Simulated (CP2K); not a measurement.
This CP2K 2026.2 run on Ru needs a look.

The input ru_scf.inp:

```
&GLOBAL
  PROJECT ru_scf
  RUN_TYPE ENERGY_FORCE
  PRINT_LEVEL LOW
&END GLOBAL
&FORCE_EVAL
  METHOD QS
  &DFT
    BASIS_SET_FILE_NAME BASIS_MOLOPT_UZH
    POTENTIAL_FILE_NAME POTENTIAL_UZH
    SURFACE_DIPOLE_CORRECTION T
    SURF_DIP_DIR Z
    SURF_DIP_POS 0.0
    &MGRID
      CUTOFF 450
      REL_CUTOFF 60
      NGRIDS 4
    &END MGRID
    &QS
      METHOD GPW
      EPS_DEFAULT 1.0E-9
    &END QS
    &KPOINTS
      SCHEME MONKHORST-PACK 9 9 1
      GAMMA_CENTERED T
      SYMMETRY T
      SYMMETRY_BACKEND SPGLIB
    &END KPOINTS
    &SCF
      SCF_GUESS ATOMIC
      EPS_SCF 1.0E-6
      MAX_SCF 4
      ADDED_MOS 36
      CHOLESKY OFF
      EPS_EIGVAL 1.0E-7
      &DIAGONALIZATION ON
        ALGORITHM STANDARD
      &END DIAGONALIZATION
      &MIXING ON
        METHOD BROYDEN_MIXING
        ALPHA 0.2
        BETA 1.5
        NBUFFER 8
      &END MIXING
      &SMEAR ON
        METHOD FERMI_DIRAC
        ELECTRONIC_TEMPERATURE [K] 300.557
      &END SMEAR
    &END SCF
    &XC
      &XC_FUNCTIONAL PBE
      &END XC_FUNCTIONAL
    &END XC
    &PRINT
      &KPOINTS ON
      &END KPOINTS
      &MULLIKEN ON
      &END MULLIKEN
      &MO ON
        ENERGIES T
        OCCUPATION_NUMBERS T
        &EACH
          QS_SCF 0
        &END EACH
        ADD_LAST NUMERIC
      &END MO
    &END PRINT
  &END DFT
  &SUBSYS
    &CELL
      A 2.7057993342 0.0000000000 0.0000000000
      B -1.3528996671 2.3432909610 0.0000000000
      C 0.0000000000 0.0000000000 25.7047500000
      PERIODIC XYZ
    &END CELL
    &COORD
      SCALED
      Ru  0.6666666667 0.3333333334 0.2917748665
      Ru  0.3333333333 0.6666666666 0.3750649199
      Ru  0.6666666667 0.3333333334 0.4583549733
      Ru  0.3333333333 0.6666666666 0.5416450267
      Ru  0.6666666667 0.3333333334 0.6249350801
      Ru  0.3333333333 0.6666666666 0.7082251335
    &END COORD
    &KIND Ru
      BASIS_SET DZVP-MOLOPT-PBE-GTH-q16
      POTENTIAL GTH-PBE-q16
    &END KIND
    &PRINT
      &ATOMIC_COORDINATES ON
      &END ATOMIC_COORDINATES
      &CELL ON
      &END CELL
    &END PRINT
  &END SUBSYS
  &PRINT
    &FORCES ON
    &END FORCES
  &END PRINT
&END FORCE_EVAL
```

Potentials or basis: POTENTIAL_UZH Ru GTH-PBE-q16; DZVP-MOLOPT-PBE-GTH basis.

Command:

```bash
$ OMP_NUM_THREADS=2 cp2k.psmp -i ru_scf.inp -o ru_scf.out
```

ru_scf.out:

```text

 CP2K| version string:                                       CP2K version 2026.2
 CP2K| Input file name                                                ru_scf.inp

 GLOBAL| Force Environment number                                              1
 GLOBAL| Basis set file name                                    BASIS_MOLOPT_UZH
 GLOBAL| Potential file name                                       POTENTIAL_UZH
 GLOBAL| MM Potential file name                                     MM_POTENTIAL
 GLOBAL| Coordinate file name                                      __STD_INPUT__
 GLOBAL| Method name                                                        CP2K
 GLOBAL| Project name                                                     ru_scf
 GLOBAL| Run type                                                   ENERGY_FORCE
 GLOBAL| FFT library                                                       FFTW3
 GLOBAL| Diagonalization library                                       ScaLAPACK
 GLOBAL| Cholesky decomposition library                                ScaLAPACK
 GLOBAL| DGEMM library                                                      BLAS
[... 140 lines left out ...]
  Hartree energy:                                             283.42167954010250
  Exchange-correlation energy:                                -60.38407626987534
  Electronic entropic energy:                                  -0.00058502514873
  Fermi energy:                                                 0.24835276698859

  Total energy:                                              -565.20127937570373
  Total energy (extrapolated to T->0):                       -565.20098686312940

 *******************************************************************************
 *   ___                                                                       *
 *  /   \                                                                      *
 * [ABORT]                                                                     *
 *  \___/     SCF run NOT converged. To continue the calculation regardless,   *
 *    |             please set the keyword IGNORE_CONVERGENCE_FAILURE.         *
 *  O/|                                                                        *
 * /| |                                                                        *
 * / \                                                            qs_scf.F:702 *
 *******************************************************************************

 ===== Routine Calling Stack =====

            4 scf_env_do_scf
            3 qs_energies
            2 qs_forces
            1 CP2K
```

Task: Diagnose the run.

Result: The calculation stopped without meeting its thresholds. The input holds a flaw that was put in on purpose: far too few SCF iterations allowed.
